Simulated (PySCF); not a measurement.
# C7H10OSi: the cost of one run

Computed with PySCF 2.14.0, with density-fitted response routines of our own, on a single molecule, in the gas phase or a continuum. Atoms count from 0, in the outputs and in this text.

## (1) Starting geometry

19 atoms, charge 0, multiplicity 1; geometry from: GFN2-xTB. The atoms were then displaced at random by about 0.01 Å, so the start is not that level's minimum.

Bonds of the start (Å): C0–C1 1.47, C1–C2 1.38, C2–C3 1.43, C3–C4 1.36, C4–O5 1.35, O5–Si6 1.63, C4–C7 1.39, C7–C8 1.40, C8–C1 1.40, C0–H9 1.08, C0–H10 1.10, C0–H11 1.11, C2–H12 1.08, C3–H13 1.06, Si6–H14 1.45, Si6–H15 1.48, Si6–H16 1.47, C7–H17 1.06, C8–H18 1.07.

## (2) Geometry optimisation at PBE0-D3(BJ)/def2-SVP

What the job is given:

```
{"job": {"xc": "PBE0", "basis": "def2-SVP", "d3": "d3bj", "grid": 1, "shake": 0.01, "kind": "geom"}, "charge": 0, "multiplicity": 1}
C     -3.232030     0.097560     0.356430
C     -1.776090    -0.057750     0.210040
C     -1.223860    -1.323940     0.177890
C      0.195630    -1.488140     0.071090
C      0.996610    -0.388860    -0.025070
O      2.323860    -0.590860    -0.128640
Si     3.635660     0.367890    -0.257460
C      0.458560     0.895070     0.007410
C     -0.927680     1.051140     0.144030
H     -3.787320    -0.722230    -0.072470
H     -3.532660     0.182580     1.415520
H     -3.575420     1.039330    -0.127540
H     -1.868710    -2.181940     0.243040
H      0.584010    -2.473550     0.058830
H      4.657430    -0.658590    -0.319310
H      3.750130     1.264170     0.914380
H      3.554370     1.205190    -1.468740
H      1.082840     1.755580    -0.051930
H     -1.346030     2.034420     0.144200
```

The run is started by

```bash
> OMP_NUM_THREADS=1 python probes_run.py task.json out
```

One launch serves the whole session: the jobs run in the order shown.

**Question.** How long does this first job take on 1 thread of Arm Neoverse N1, shared host, and how much memory does it need?

About 2.9 min, with a peak of 0.86 GiB.
